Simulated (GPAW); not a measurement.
# Zn4TeO3 in GPAW: the effect of functional

The system is Zn4TeO3.

```
Te Zn O
1.0
     3.37098    0.00000    0.00000
     0.00000    3.64425    5.17965
     0.00000   -3.64425    5.17965
Te Zn O
1 4 3
Direct
  0.50000 0.36432 0.36432
  0.00000 0.55264 0.55264
  0.50000 0.52851 0.93788
  0.50000 0.93788 0.52851
  0.00000 0.99498 0.99498
  0.50000 0.87437 0.87437
  0.00000 0.87473 0.37256
  0.00000 0.37256 0.87473
```

The cell comes from a database or a generator and needn't be the stable form of this composition.

Alike in all runs:

| Property | Result |
| --- | --- |
| Program | GPAW 26.7.0 |
| Task | band structure |
| Cutoff | 800 eV |
| Basis | pw |
| k mesh | 5 × 3 × 3 |
| Occupations | fermi-dirac, width 0.05 eV |
| Spin | no spin polarisation |

One run gave: pressure -0.7 GPa; largest force 0.09 eV/Å. Which functional did it use?
A. LDA
B. PBE
C. PBEsol

B.

```csv
functional,potentials or basis,pressure (GPa),largest force (eV/Å)
PBEsol,PAW data sets generated in the run's folder for this functional,-5.3,0.27
LDA,the program's PAW data sets (release 1.2.1) made for this functional,-9.4,0.55
PBE,GPAW PAW data sets (gpaw-data 1.2.1),-0.7,0.09
```

Caveats: all runs use coarse meshes.

Not every run made on this cell is shown here.
